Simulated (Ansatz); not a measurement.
This script drives Ansatz's Python interface.

`lattice_kluo3.py`:
```python
"""Relaxed cell of KLuO3 under several functionals."""

import ansatz
import numpy as np

SCF_TOL = 1e-06
MAX_ITERATIONS = 80
KSPACING = 0.38
FILLING = "Fermi-Dirac"
WIDTH_EV = 0.01

def edges_and_angles(cell):
    cell = np.asarray(cell)
    a, b, c = np.linalg.norm(cell, axis=1)
    cosines = cell[1] @ cell[2] / (b * c), cell[0] @ cell[2] / (a * c), cell[0] @ cell[1] / (a * b)
    return (a, b, c, *np.degrees(np.arccos(cosines)))


def main() -> None:
    cell = (
        ansatz.Lattice.of((4.375635, 0.0, 0.0), (0.0, 4.375635, 0.0), (0.0, 0.0, 4.375635))
        .atom("K", (0.0, 0.0, 0.0))
        .atom("Lu", (0.5, 0.5, 0.5))
        .atom("O", (0.5, 0.5, 0.0))
        .atom("O", (0.5, 0.0, 0.5))
        .atom("O", (0.0, 0.5, 0.5))
    )

    base = cell.calculation()
    base = base.eigensolver("auto", full_accuracy=True).scf(tolerance=SCF_TOL, max_iterations=MAX_ITERATIONS)
    base = base.kpoints(spacing=KSPACING)
    base = base.occupations(FILLING, width=WIDTH_EV)
    base = base.relax(cell=True, max_steps=100, density_extrapolation="none")

    levels = [("r2scan", "d4"), ("r2scan", "none"), ("pbesol", "none")]
    print("level            a       b       c    alpha   beta  gamma  V/atom  steps")
    for name, dispersion in levels:
        seen = []
        run = base.functional(name, dispersion=dispersion).session().plan()
        res = run.execute(on_event=lambda e: seen.append(e) if e["event"] == "relax_step" else None)
        cell = res.lattice.cell_ang
        label = name if dispersion == "none" else f"{name}+{dispersion}"
        print("{:13s} {:7.4f} {:7.4f} {:7.4f} {:6.2f} {:6.2f} {:6.2f}".format(label, *edges_and_angles(cell)), f"{abs(np.linalg.det(cell)) / len(res.lattice.sites):7.3f} {len(seen):5d}")


if __name__ == "__main__":
    main()
```

It is started by `python lattice_kluo3.py`. Estimate its wall time and peak memory on 1 thread of Arm Neoverse V2, with other jobs on the host.

It took about 97 s, with a peak of 0.59 GiB, for 3 runs of the engine.

`python lattice_kluo3.py` gives:
```text
level            a       b       c    alpha   beta  gamma  V/atom  steps
DeckWarning: basis.ecutwfc = 500 eV, auto-derived from the records' recommended cutoffs: set by K (their level for a meta-GGA)
DeckWarning: scf.convergence.dr2_threshold = 1e-6 eV is looser than this run's default, which is 1e-7 eV or tighter. The error in the forces grows as the threshold's square root, so leave the key out unless less accurate forces are enough
DeckWarning: relax.cell: scf.convergence.dr2_threshold = 1e-6 eV is looser than the 5e-10 eV advised for a relaxation that steers and ends on the stress (1e-10 eV for each atom of the cell: 5). What an SCF threshold leaves in a stress goes as its square root, [...]
r2scan+d4      4.2175  4.2175  4.2175  90.00  90.00  90.00  15.004     5
r2scan         4.2295  4.2295  4.2295  90.00  90.00  90.00  15.132     5
DeckWarning: basis.ecutwfc = 420 eV, auto-derived from the records' recommended cutoffs: set by K (normal level)
pbesol         4.2204  4.2204  4.2204  90.00  90.00  90.00  15.035     7
```
(Warnings from the package without file and line, shortened.)

From smallest to largest: r2SCAN+D4 (15.00 Å³ an atom, -10.5 % against the start), PBEsol (15.03 Å³ an atom, -10.3 % against the start) and r2SCAN (15.13 Å³ an atom, -9.7 % against the start). The spread is 0.9 % in volume.

What to keep in mind:
- The settings weren't tested for convergence.
- Forces vanish by symmetry, so the ions can't move, and the end may be a saddle.
- Dispersion corrections can be off by several per cent in the lattices of metals, and by several GPa in the pressure at a fixed cell.
- The mesh is modest for a metal, so energies can be off by several to tens of meV an atom and pressures by half a GPa or more; differences at equal mesh fare better.
- This cell is a computed structure, which may not be the phase found in nature.
